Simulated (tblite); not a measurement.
# C6H9BrOSi: the cost of one run

The runs use tblite 0.8.0 and PySCF 2.14.0, with density-fitted response routines of our own; the level of theory stands in each step. All values are computed, except where a source is named. Atoms are numbered from 0 throughout.

**1. The starting structure**

18 atoms, charge 0, multiplicity 1; geometry from: force field or distance geometry start.

Bonds of the start (Å): C0–C1 1.50, C1–Si2 1.87, Si2–C3 1.82, C3–C4 1.31, C4–C5 1.44, C5–Br6 1.93, C5–C7 1.30, C7–O8 1.37, O8–Si2 1.73, C0–H9 1.12, C0–H10 1.10, C0–H11 1.12, C1–H12 1.12, C1–H13 1.10, Si2–H14 1.48, C3–H15 1.05, C4–H16 1.08, C7–H17 1.09.

**2. Relaxing the molecule with GFN2-xTB**

What the job is given:

```
{"job": {"kind": "relax", "xc": "GFN2-xTB", "basis": "xTB"}, "charge": 0, "multiplicity": 1}
C     -2.693400    -0.625800    -0.450300
C     -1.716700     0.126700     0.406800
Si    -0.272200     0.800600    -0.562500
C      0.681400    -0.488600    -1.416900
C      1.925200    -0.715500    -1.073500
C      2.591600     0.048300    -0.054800
Br     4.438100    -0.421800     0.281500
C      2.089500     1.014200     0.660300
O      0.813700     1.506300     0.589900
H     -3.256000     0.058300    -1.136900
H     -2.255500    -1.483500    -0.991600
H     -3.465900    -1.050400     0.247600
H     -1.293200    -0.528800     1.215800
H     -2.241100     0.999100     0.833800
H     -0.779300     1.853400    -1.469700
H      0.220100    -1.070800    -2.152500
H      2.459800    -1.492100    -1.604300
H      2.745300     1.476800     1.400900
```

Started as:

```console
> OMP_NUM_THREADS=1 python probes_run.py task.json out
```

The driver reads the jobs from task.json and runs them one after another.

**Question.** How long does this first job take on 1 thread of Arm Neoverse N1, shared host, and how much memory does it need?

About 1.8 s, with a peak of 0.18 GiB.
